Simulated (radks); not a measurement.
# V¹⁵⁺ in [He] 2s1 2p4 3d1: an all-electron calculation

The task here is to estimate one member of a computed series from the others.

Method: scalar-relativistic Kohn-Sham, r2SCAN, spin-unpolarised, spherical densities, finite nucleus. Code: radks (a radial shooting solver on a logarithmic mesh, Libxc functionals) version 1.

### The system

| Property | Result |
| --- | --- |
| element | vanadium (Z = 23) |
| charge | +15 |
| electrons | 8 |
| configuration | [He] 2s1 2p4 3d1 |
| nuclear rms radius | 3.6002 fm |

Outer shells as boxes (Hund's rule):

V¹⁵⁺
```
[He] core
2s [↑ ]
2p [↑↓][↑ ][↑ ]
3d [↑ ][  ][  ][  ][  ]
```

The first run:

Input:

```text
Z 23
configuration [He] 2s1 2p4 3d1
relativity scalar-relativistic
functional r2scan,r2scan
spin unpolarised
nucleus finite rms 3.6002 fm
c 137.035999084
```

The run is started by

```bash
> python run_ks.py task.json out
```

The same process makes all the runs of this session.

One of the session's tables, all rows but one given; the rest of the session is left out.

It belongs to the step «Orbitals and density». Radial moments (bohr):

| level | <r> | outermost maximum (interpolated) | 90 % within |
| --- | --- | --- | --- |
| 1s | 0.06622 | 0.0434 | 0.118 |
| 2s | 0.2905 | 0.247 | 0.447 |
| 2p | ? | ? | ? |
| 3d | 0.6245 | 0.530 | 0.951 |

Q: Estimate the row for 2p from the others.

As computed: <r>: 0.2537; outermost maximum (interpolated): 0.198; 90 % within: 0.411. In the column «<r>» it lies between 1s (0.06622) and 2s (0.2905).
